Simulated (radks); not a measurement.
**Fe⁴⁺ in [Ne] 3s1.5 3p6 3d4 4f0.5: an all-electron calculation**

Wanted: eigenvalues, radial structure and energy terms of the iron ion Fe4+.

Method: scalar-relativistic Kohn-Sham, exchange-only PBE, spin-polarised, spherical densities, finite nucleus; open shells are filled with parallel spins first. Code: radks (a radial shooting solver on a logarithmic mesh, Libxc functionals) version 1.

## 1. What is computed

* element: iron (Z = 26)
* charge: +4
* electrons: 22
* configuration: [Ne] 3s1.5 3p6 3d4 4f0.5
* nuclear rms radius: 3.7377 fm

## 2. Self-consistent calculation

The run's settings:

```text
Z 26
configuration [Ne] 3s1.5 3p6 3d4 4f0.5
relativity scalar-relativistic
functional pbe,
spin polarised
nucleus finite rms 3.7377 fm
c 137.035999084
```

Q: Predict the outcome of this run.

The runs gave:

```
                        quantity                   value
                    total energy     -1265.06246 hartree
exchange-correlation share of it                  4.17 %
                            −T/E                  1.0128
          highest occupied level       4f up, -17.908 eV
    most extended occupied level  4f up, <r> = 3.55 bohr
 radius at density 0.001 e/bohr³               3.55 bohr
    maxima of the radial density                       3
```

What this shows: 4 principal shells are occupied and 3 maxima appear in the radial density; where shells overlap, one shows as a shoulder or not at all. Relativity lifts −T/E to 1.013. This is not the tabulated ground configuration, so its levels and sizes aren't those of the ground state, and no measured value stands beside it.
